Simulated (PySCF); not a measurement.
Runs of PySCF 2.14.0 on F2Si. The cell holds a molecule in a box, 3 atoms: a = 11.000 Å, b = 12.000 Å, c = 10.000 Å, α = 90.00°, β = 90.00°, γ = 90.00°. 

```csv
task,level,frozen core bands,conv_tol,exxdiv,three-centre integrals,grid for exchange and correlation,gap on the mesh (eV)
CCSD(T) correlation energy,HF,7,1e-08 Ha,ewald,read from an earlier run's file,-,(a)
atomic charges,PBE,-,1e-07 Ha,-,-,"Becke, atom-centred",4.10
atomic charges,BHandHLYP,-,1e-07 Ha,ewald,read from an earlier run's file,"Becke, atom-centred",8.44
atomic charges,SOGGA11,-,1e-07 Ha,-,read from an earlier run's file,"Becke, atom-centred",4.09
```

Alike in all rows: potentials or basis pob-tzvp-rev2 (all-electron); no spin polarisation; cell as given; k mesh 1 × 1 × 1; smearing fixed.

Task: Estimate the missing entries.

Result: (a) 12.67.

Caveats: this is a molecule in a periodic box at the Γ point, so its band gap is the HOMO-LUMO gap; the basis of atomic orbitals isn't converged, which shifts pressures, moduli and gaps; the basis is small and the box finite, so much correlation energy is missing and levels can be off by tenths of an eV (some runs).

